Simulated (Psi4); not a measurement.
# GeSe (Germanium monoselenide) at wB97X-D/def2-SVPD (density fitting, sweep point 4)

Wanted: energy and gradient of GeSe (Germanium monoselenide). Input form: a Python script.

Program for the calculation: Psi4 1.11.

3 further runs of the same task are left out: 3 set aside as unsound or not needed.

**1. The structure to begin with**

GeSe has 2 atoms, charge 0, and is taken as a singlet. SMILES: `[Ge-]#[Se+]`. The bond length is the measured one.

Bond lengths: Ge1–Se2 2.135 Å.

**2. Energy and forces at wB97X-D/def2-SVPD (density fitting, sweep point 4)**

File gese.py:

```python
import psi4

psi4.set_memory(1600000000)
psi4.set_num_threads(1)
psi4.set_output_file('gese.out', False)

mol = psi4.geometry("""
0 1
Ge     0.000000     0.000000     0.000000
Se     0.000000     0.000000     2.134629
symmetry c1
""")

psi4.set_options(dict(basis='def2-SVPD', scf_type='df', guess='huckel'))

e = psi4.gradient("WB97X-D")
print('gradient / Eh bohr^-1')
print(e.np.round(6))
for k, v in sorted(psi4.core.scalar_variables().items()):
    print(f'{k:45s} {v:18.10f}')
```

Command:

```sh
$ python gese.py
```

gese.out:

```text
Psi4 1.11 release

gradient() will perform analytic gradient computation.

   => Loading Basis Set <=

    Name: DEF2-SVPD
    Role: ORBITAL
    Keyword: BASIS

   => WB97X-D: Empirical Dispersion <=

    Chai and Head-Gordon Dispersion Correction

        s6 =       1.000000

         ---------------------------------------------------------
                                   SCF
                              RKS Reference
                        1 Threads,   1525 MiB Core
         ---------------------------------------------------------

  ==> Geometry <==

    Molecular point group: c1
    Full point group: C_inf_v

    Geometry (in Angstrom), charge = 0, multiplicity = 1:

       Center              X                  Y                   Z               Mass
    ------------   -----------------  -----------------  -----------------  -----------------
         GE           0.000000000000     0.000000000000    -1.108909750342    73.921177761000
         SE           0.000000000000     0.000000000000     1.025719249658    79.916521800000

  Running in c1 symmetry.

  Rotational constants: A = ************  B =      0.09634  C =      0.09634 [cm^-1]
  Rotational constants: A = ************  B =   2888.21630  C =   2888.21630 [MHz]
  Nuclear repulsion =  269.716566770600423

  Charge       = 0
  Multiplicity = 1
  Electrons    = 66
  Nalpha       = 33
  Nbeta        = 33

  ==> Algorithm <==

  SCF Algorithm Type is DF.
  DIIS enabled.
  MOM disabled.
  Fractional occupation disabled.
  Guess Type is HUCKEL.
  Energy threshold   = 1.00e-08
  Density threshold  = 1.00e-08
  Integral threshold = 1.00e-12

  ==> Primary Basis <==

  Basis Set: DEF2-SVPD
    Blend: DEF2-SVPD
    Number of shells: 29
    Number of basis functions: 79
    Number of Cartesian functions: 87
    Spherical Harmonics?: true
    Max angular momentum: 2

  ==> DFT Potential <==

   => LibXC <=

    Version 7.1.2

   => Composite Functional: WB97X-D <=

    wB97X-D Hyb-GGA Exchange-Correlation Functional

    Deriv               =              1
    GGA                 =           TRUE
    Meta                =          FALSE

    Exchange Hybrid     =           TRUE
    MP2 Hybrid          =          FALSE

   => Exchange-Correlation Functionals <=

    1.0000   wB97X-D range-separated functional

   => Exact (HF) Exchange <=

    0.7780            HF,LR [omega = 0.2000]
    0.2220               HF

   => LibXC Density Thresholds  <==

    XC_HYB_GGA_XC_WB97X_D:  1.00E-14

   => Molecular Quadrature <=

    Radial Scheme          =       TREUTLER
    Pruning Scheme         =           NONE
    Nuclear Scheme         =       TREUTLER

    Blocking Scheme        =         OCTREE
    BS radius alpha        =              1
    Pruning alpha          =              1
    Radial Points          =             75
    Spherical Points       =            302
    Total Points           =          43730
    Total Blocks           =            428
    Max Points             =            255
    Max Functions          =             74
    Weights Tolerance      =       1.00E-15

   => Loading Basis Set <=

    Name: (DEF2-SVPD AUX)
    Role: JKFIT
    Keyword: DF_BASIS_SCF

  ==> Integral Setup <==

  DFHelper Memory: AOs need 0.076 GiB; user supplied 1.040 GiB.
  SCF_SUBTYPE=INCORE selected. In-core MEM_DF algorithm will be used.
  Using in-core AOs.

  ==> MemDFJK: Density-Fitted J/K Matrices <==

    J tasked:                   Yes
    K tasked:                   Yes
    wK tasked:                  Yes
    Omega:                2.000E-01
    Memory [MiB]:              1065
    Algorithm:                 Core
    Schwarz Cutoff:           1E-12
    Mask sparsity (%):       2.4035
    Fitting Condition:        1E-10

   => Auxiliary Basis Set <=

  Basis Set: (DEF2-SVPD AUX)
    Blend: DEF2-UNIVERSAL-JKFIT
    Number of shells: 120
    Number of basis functions: 532
    Number of Cartesian functions: 742
    Spherical Harmonics?: true
    Max angular momentum: 5

  Cached 100.0% of DFT collocation blocks in 0.077 [GiB].

  Minimum eigenvalue in the overlap matrix is 3.2727211222E-03.
  Reciprocal condition number of the overlap matrix is 7.0986628239E-04.
    Using symmetric orthogonalization.

  ==> Pre-Iterations <==

   -------------------------------------------------------
    Irrep   Nso     Nmo     Nalpha   Nbeta   Ndocc  Nsocc
   -------------------------------------------------------
     A         79      79      33      33      33       0
   -------------------------------------------------------
    Total      79      79      33      33      33       0
   -------------------------------------------------------

  ==> Iterations <==

                           Total Energy        Delta E     RMS |[F,P]|

   @DF-RKS iter   1: -4477.73610378037120   -4.47774e+03   1.85757e-02 ADIIS/DIIS
   @DF-RKS iter   2: -4477.81076450049295   -7.46607e-02   1.69130e-02 ADIIS/DIIS
   @DF-RKS iter   3: -4478.14862223399359   -3.37858e-01   2.46051e-03 ADIIS/DIIS
   @DF-RKS iter   4: -4478.15831666045142   -9.69443e-03   9.16560e-04 ADIIS/DIIS
   @DF-RKS iter   5: -4478.16133511101270   -3.01845e-03   1.56633e-04 ADIIS/DIIS
   @DF-RKS iter   6: -4478.16145198340200   -1.16872e-04   4.37435e-05 DIIS
   @DF-RKS iter   7: -4478.16146390352878   -1.19201e-05   1.73318e-05 DIIS
   @DF-RKS iter   8: -4478.16146602141816   -2.11789e-06   3.78555e-06 DIIS
   @DF-RKS iter   9: -4478.16146626804948   -2.46631e-07   7.10778e-07 DIIS
   @DF-RKS iter  10: -4478.16146627427133   -6.22185e-09   1.01962e-07 DIIS
   @DF-RKS iter  11: -4478.16146627443504   -1.63709e-10   1.42314e-08 DIIS
   @DF-RKS iter  12: -4478.16146627444141   -6.36646e-12   2.02062e-09 DIIS
  Energy and wave function converged.

  ==> Post-Iterations <==

   Electrons on quadrature grid:
      Ntotal   =   65.9999944973 ; deviation = -5.503e-06

    Orbital Energies [Eh]
    ---------------------

    Doubly Occupied:

       1A   -454.092942     2A   -398.994774     3A    -58.211819
       4A    -52.254463     5A    -52.254463     6A    -52.254269
       7A    -49.968813     8A    -44.480707     9A    -44.480707
      10A    -44.478233    11A     -7.925646    12A     -6.369836
      13A     -5.861075    14A     -5.860194    15A     -5.860194
      16A     -4.537252    17A     -4.537252    18A     -4.530117
      19A     -2.203857    20A     -2.202653    21A     -2.202653
      22A     -2.201935    23A     -2.201912    24A     -1.348515
      25A     -1.348506    26A     -1.343620    27A     -1.343045
      28A     -1.343045    29A     -0.783013    30A     -0.542604
      31A     -0.350772    32A     -0.344964    33A     -0.344964

    Virtual:

      34A     -0.030511    35A     -0.030511    36A      0.069848
      37A      0.073311    38A      0.100726    39A      0.100726
      40A      0.102615    41A      0.147206    42A      0.147207
      43A      0.170098    44A      0.197158    45A      0.197158
      46A      0.238575    47A      0.248701    48A      0.248701
      49A      0.265983    50A      0.265983    51A      0.287663
      52A      0.418287    53A      0.478220    54A      0.478220
      55A      0.538983    56A      0.578424    57A      0.578425
      58A      0.584326    59A      0.584326    60A      0.615602
      61A      0.712228    62A      0.747018    63A      0.747028
      64A      0.798807    65A      0.798807    66A      0.827297
      67A      0.827297    68A      0.927869    69A      1.158852
      70A      2.501066    71A      2.501070    72A      2.544928
      73A      2.544928    74A      2.603829    75A      3.277069
      76A      3.277124    77A      3.305069    78A      3.305069
      79A      3.489175

    Final Occupation by Irrep:
              A
    DOCC [    33 ]
    NA   [    33 ]
    NB   [    33 ]

  @DF-RKS Final Energy: -4478.16146627444141

   => Energetics <=

    Nuclear Repulsion Energy =            269.7165667706004228
    One-Electron Energy =               -6776.0610303279800064
    Two-Electron Energy =                2152.6651133795917303
    DFT Exchange-Correlation Energy =    -124.4820897993073032
    Empirical Dispersion Energy =          -0.0000262973454231
    VV10 Nonlocal Energy =                  0.0000000000000000
    Total Energy =                      -4478.1614662744414090

Computation Completed

Properties will be evaluated at   0.000000,   0.000000,   0.000000 [a0]

Properties computed using the SCF density matrix

 Multipole Moments:

 ------------------------------------------------------------------------------------
     Multipole            Electronic (a.u.)      Nuclear  (a.u.)        Total (a.u.)
 ------------------------------------------------------------------------------------

 L = 1.  Multiply by 2.5417464519 to convert [e a0] to [Debye]
 Dipole X            :         -0.0000000            0.0000000           -0.0000000
 Dipole Y            :         -0.0000000            0.0000000           -0.0000000
 Dipole Z            :          0.3660081           -1.1539755           -0.7879673
 Magnitude           :                                                    0.7879673

 ------------------------------------------------------------------------------------

	total time  =          4 seconds =       0.07 minutes

         ------------------------------------------------------------
                                   SCF GRAD
         ------------------------------------------------------------

  ==> Geometry <==

    Molecular point group: c1
    Full point group: C_inf_v

    Geometry (in Angstrom), charge = 0, multiplicity = 1:

       Center              X                  Y                   Z               Mass
    ------------   -----------------  -----------------  -----------------  -----------------
         GE           0.000000000000     0.000000000000    -1.108909750342    73.921177761000
         SE           0.000000000000     0.000000000000     1.025719249658    79.916521800000

  Nuclear repulsion =  269.716566770600366

  ==> Basis Set <==

  Basis Set: DEF2-SVPD
    Blend: DEF2-SVPD
    Number of shells: 29
    Number of basis functions: 79
    Number of Cartesian functions: 87
    Spherical Harmonics?: true
    Max angular momentum: 2

  ==> DFJKGrad: Density-Fitted SCF Gradients <==

    Gradient:                    1
    J tasked:                  Yes
    K tasked:                  Yes
    wK tasked:                 Yes
    Omega:               2.000E-01
    Integrals threads:           1
    Memory [MiB]:             1144
    Schwarz Cutoff:          1E-12
    Fitting Condition:       1E-10

   => Auxiliary Basis Set <=

  Basis Set: (DEF2-SVPD AUX)
    Blend: DEF2-UNIVERSAL-JKFIT
    Number of shells: 120
    Number of basis functions: 532
    Number of Cartesian functions: 742
    Spherical Harmonics?: true
    Max angular momentum: 5

  ==> DFT Potential <==

   => LibXC <=

    Version 7.1.2

   => Composite Functional: WB97X-D <=

    wB97X-D Hyb-GGA Exchange-Correlation Functional

    Deriv               =              1
    GGA                 =           TRUE
    Meta                =          FALSE

    Exchange Hybrid     =           TRUE
    MP2 Hybrid          =          FALSE

   => Exchange-Correlation Functionals <=

    1.0000   wB97X-D range-separated functional

   => Exact (HF) Exchange <=

    0.7780            HF,LR [omega = 0.2000]
    0.2220               HF

   => LibXC Density Thresholds  <==

    XC_HYB_GGA_XC_WB97X_D:  1.00E-14

   => Molecular Quadrature <=

    Radial Scheme          =       TREUTLER
    Pruning Scheme         =           NONE
    Nuclear Scheme         =       TREUTLER

    Blocking Scheme        =         OCTREE
    BS radius alpha        =              1
    Pruning alpha          =              1
    Radial Points          =             75
    Spherical Points       =            302
    Total Points           =          43730
    Total Blocks           =            428
    Max Points             =            255
    Max Functions          =             74
    Weights Tolerance      =       1.00E-15

  -Total Gradient:
     Atom            X                  Y                   Z
    ------   -----------------  -----------------  -----------------
       1       -0.000000000120    -0.000000000026     0.001110030019
       2        0.000000000117     0.000000000026    -0.001173612997

	total time  =          2 seconds =       0.03 minutes
```

Standard output:

```text
gradient / Eh bohr^-1
[[-0.       -0.        0.00111 ]
 [ 0.        0.       -0.001174]]
CURRENT ENERGY                                  -4478.1614662744
CURRENT REFERENCE ENERGY                        -4478.1614662744
DD SOLVATION ENERGY                                 0.0000000000
DFT FUNCTIONAL TOTAL ENERGY                     -4478.1614399771
DFT TOTAL ENERGY                                -4478.1614662744
DFT VV10 ENERGY                                     0.0000000000
DFT XC ENERGY                                    -124.4820897993
DISPERSION CORRECTION ENERGY                       -0.0000262973
GRID ELECTRONS ALPHA                               32.9999972486
GRID ELECTRONS BETA                                32.9999972486
GRID ELECTRONS TOTAL                               65.9999944973
NUCLEAR REPULSION ENERGY                          269.7165667706
ONE-ELECTRON ENERGY                             -6776.0610303280
PCM POLARIZATION ENERGY                             0.0000000000
PE ENERGY                                           0.0000000000
SCF ITERATION ENERGY                            -4478.1614662744
SCF ITERATIONS                                     12.0000000000
SCF TOTAL ENERGY                                -4478.1614662744
TWO-ELECTRON ENERGY                              2152.6651133796
WB97X-D DISPERSION CORRECTION ENERGY               -0.0000262973
XC GRID RADIAL POINTS                              75.0000000000
XC GRID SPHERICAL POINTS                          302.0000000000
XC GRID TOTAL POINTS                            43730.0000000000
```

It took 8.1 s on 1 thread of Intel Xeon Platinum 8259CL at 2.50GHz (Skylake/Cascade Lake), shared host; peak memory 0.36 GiB.

**3. Summary of results**

Level: wB97X-D/def2-SVPD (density fitting, sweep point 4).

| quantity | value |
| --- | --- |
| total energy | -4478.16147 Eh |
| dipole moment | 2.00 D |
| HOMO energy | -9.39 eV |
| LUMO energy | -0.83 eV |
| HOMO–LUMO gap | 8.56 eV |
| dispersion energy | -0.07 kJ/mol |
| largest force on an atom | 0.060 eV/Å |
